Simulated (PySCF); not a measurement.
**[Eu(CO)]2+: other functionals and bases at one geometry**

One table from this session's results is given with a row withheld; the runs are named, their logs left out.

Method: several levels, as the steps say, no spin–orbit coupling; program: PySCF 2.14.0.

1 further run of the same task is left out (for a known fault of the program).

## The system as given

3 atoms, charge 2, spin multiplicity 1.

Bond lengths: Eu1–C2 2.852 Å, C2–O3 1.115 Å. Angles: Eu1–C2–O3 180.0°.

As a file:

| atom | x (Å) | y (Å) | z (Å) |
| --- | --- | --- | --- |
| Eu1 | 0.00000 | 0.00000 | -0.68896 |
| C2 | 0.00000 | 0.00000 | 2.16266 |
| O3 | 0.00000 | 0.00000 | 3.27800 |

Formal oxidation states: Eu +2. Each metal's 7 4f electrons lie in its core potential, so multiplicities, spins and levels count the valence alone. An earlier session relaxed this geometry at PBE0, Eu lcecp-0-SVP with ECP53, C def2-SVP, O def2-SVP (singlet, point group C∞v).

At PBE0 on the finer grid: E = -141.859615 Eh, frontier levels not given, since the 4f levels lie in the core, Mulliken charge on Eu1 +1.83 e, largest force component 0.002 eV/Å. 

Levels to run: BP86; r2SCAN; PBE0, TZVP. Hardware: 2 threads of Intel Xeon Platinum 8488C (Sapphire Rapids), shared host.

Set-up of the first run:

run.py (the lines that set the calculation)

```python
mol = gto.M(atom='''
Eu     0.00000     0.00000    -0.68896
C      0.00000     0.00000     2.16266
O      0.00000     0.00000     3.27800''',
    basis={'Eu': 'lcecp-0-SVP', 'C': 'def2-SVP', 'O': 'def2-SVP'},
    ecp={'Eu': 'lcecp-0-SVP'},
    charge=2, spin=0)
mf = dft.RKS(mol, xc='B88,P86')
mf.grids.atom_grid = (75, 302)  # f atoms: unpruned, at least (60, 302)
mf = mf.density_fit()  # fitting sets: Eu AutoAux, C def2-universal-JKFIT, O def2-universal-JKFIT
mf.conv_tol = 1e-08; mf.max_cycle = 55
mf.kernel(dm0)  # dm0: the density of the relaxed state
```

Command:

```console
$ OMP_NUM_THREADS=2 python run.py
```

Among the steps run: BP86; r2SCAN; PBE0, TZVP.

One of the session's tables, all rows but one given; the rest of the session is left out.

| level | charge on Eu1 (e) | dipole (D) | largest force component (eV/Å) |
| --- | --- | --- | --- |
| PBE0 (relaxed here) | 1.83 | 2.53 | 0.00 |
| BP86 | ? | ? | ? |
| r2SCAN | 1.83 | 2.52 | 0.66 |
| PBE0, TZVP | 1.88 | 2.48 | 0.66 |

Q: Estimate the row for BP86 from the others.

The run gave: charge on Eu1 (e): 1.80; dipole (D): 2.24; largest force component (eV/Å): 1.95. In the column «charge on Eu1 (e)» it is the lowest.

The dipole of a charged species depends on the origin, so these sizes hold for this origin alone.

The largest leftover force, 1.95 eV/Å with BP86, stands at a geometry relaxed at another level. With 4f in the core, its levels are missing from HOMO and gap, and its count is fixed, so no charge can pass from the ligands into it. Total energies of different levels can't be compared.
